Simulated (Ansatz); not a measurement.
# C2H8F2MoO4: small, medium and large basis sets

An exercise on one series of results from a longer session: the logs are not shown, and one member is left open.

Method: one geometry, several basis sets; program: Ansatz 0.2.0, Gaussian basis.

Levels to be run: PBE0-D4/def2-SVP; ωB97M-V/def2-SVP; PBE0-D4/def2-QZVPP; ωB97M-V/def2-QZVPP; the functionals' def2-TZVPP values are taken from earlier runs.

## The geometry

The geometry comes from an earlier relaxation with PBE0-D4 in a triple-zeta def2 set; it is a stationary point, not always the lowest conformer. Mo takes the def2 core potential; no spin-orbit term is included.

SMILES `C[O][Mo]([OH])([OH])([F])([F])[O]C`, 17 atoms, charge 0, spin multiplicity 1.

Atoms are counted from 1 here; the program's logs count them from 0.

Bond lengths: C1–O2 1.392 Å, C1–H10 1.094 Å, C1–H11 1.093 Å, C1–H12 1.093 Å, O2–Mo3 1.822 Å, Mo3–O4 1.898 Å, Mo3–O5 1.916 Å, Mo3–F6 1.887 Å, Mo3–F7 1.851 Å, Mo3–O8 1.848 Å, O4–H13 0.961 Å, O5–H14 0.961 Å, O8–C9 1.393 Å, C9–H15 1.097 Å, C9–H16 1.095 Å, C9–H17 1.092 Å. Angles: O2–C1–H10 108.9°, O2–C1–H11 109.3°, O2–C1–H12 108.9°, H10–C1–H11 110.1°, H10–C1–H12 110.0°, H11–C1–H12 109.5°, C1–O2–Mo3 144.2°, O2–Mo3–O4 165.0°, O2–Mo3–O5 80.4°, O2–Mo3–F6 96.9°, O2–Mo3–F7 96.3°, O2–Mo3–O8 95.1°, O4–Mo3–O5 84.6°, O4–Mo3–F6 98.1°, O4–Mo3–F7 84.7°, O4–Mo3–O8 87.5°, O5–Mo3–F6 175.6°, O5–Mo3–F7 94.6° and more.

Geometry (Å):

```xyz
17
C2H8F2MoO4
C     2.78975    0.22977   -0.22898
O     1.54270    0.46350    0.34243
Mo   -0.22573    0.71083   -0.02099
O    -1.91521    0.89828   -0.86499
O     0.42704    0.42084   -1.79841
F    -0.76672    1.09616    1.74476
F    -0.15392    2.55724   -0.13754
O    -0.72587   -1.01450    0.41492
C    -1.74005   -1.55250    1.20372
H     2.67984    0.18964   -1.31654
H     3.18655   -0.71791    0.14458
H     3.46499    1.04345    0.04813
H    -2.36152    0.12652   -1.22293
H    -0.19346    0.62719   -2.50194
H    -2.71015   -1.44720    0.70252
H    -1.78114   -1.01966    2.15908
H    -1.53610   -2.61205    1.37245
```

The first run:

Input file in.yaml:

```yaml
crystal:
  periodic: [false, false, false]
  atoms:
    - {symbol: C, position_ang: [2.789751, 0.229772, -0.228985]}
    - {symbol: O, position_ang: [1.542699, 0.463500, 0.342434]}
    - {symbol: Mo, position_ang: [-0.225730, 0.710832, -0.020985]}
    - {symbol: O, position_ang: [-1.915207, 0.898284, -0.864988]}
    - {symbol: O, position_ang: [0.427039, 0.420838, -1.798406]}
    - {symbol: F, position_ang: [-0.766719, 1.096163, 1.744765]}
    - {symbol: F, position_ang: [-0.153917, 2.557243, -0.137544]}
    - {symbol: O, position_ang: [-0.725871, -1.014498, 0.414925]}
    - {symbol: C, position_ang: [-1.740046, -1.552500, 1.203723]}
    - {symbol: H, position_ang: [2.679835, 0.189642, -1.316540]}
    - {symbol: H, position_ang: [3.186548, -0.717915, 0.144584]}
    - {symbol: H, position_ang: [3.464988, 1.043450, 0.048135]}
    - {symbol: H, position_ang: [-2.361519, 0.126525, -1.222929]}
    - {symbol: H, position_ang: [-0.193464, 0.627186, -2.501943]}
    - {symbol: H, position_ang: [-2.710146, -1.447204, 0.702523]}
    - {symbol: H, position_ang: [-1.781145, -1.019663, 2.159082]}
    - {symbol: H, position_ang: [-1.536097, -2.612053, 1.372449]}
basis:
  gaussian: {orbitals: def2-SVP}
hamiltonian: {xc: pbe0, dispersion: d4}
output: {orbitals: {seedname: orbitals}}
```

On the command line:

```console
ansatz run in.yaml --threads 4 --pin off --events-out ev --progress --plain --max-ram 66560MiB --backend cpu
```

Among the steps run: PBE0-D4 in def2-SVP; ωB97M-V in def2-SVP; PBE0-D4 in def2-QZVPP; ωB97M-V in def2-QZVPP.

One of the session's tables, all rows but one given; the rest of the session is left out.

It belongs to the step «Functionals by basis». 

```
functional       basis  HOMO (eV)  LUMO (eV)
   PBE0-D4    def2-SVP      -8.62      -3.11
   PBE0-D4  def2-TZVPP      -8.66      -3.10
   PBE0-D4  def2-QZVPP      -8.66      -3.11
   ωB97M-V    def2-SVP     -10.95      -1.11
   ωB97M-V  def2-TZVPP     -11.00      -1.09
   ωB97M-V  def2-QZVPP          ?          ?
```

Estimate the missing values for ωB97M-V, def2-QZVPP.

**Answer.** HOMO (eV): -11.00; LUMO (eV): -1.10.
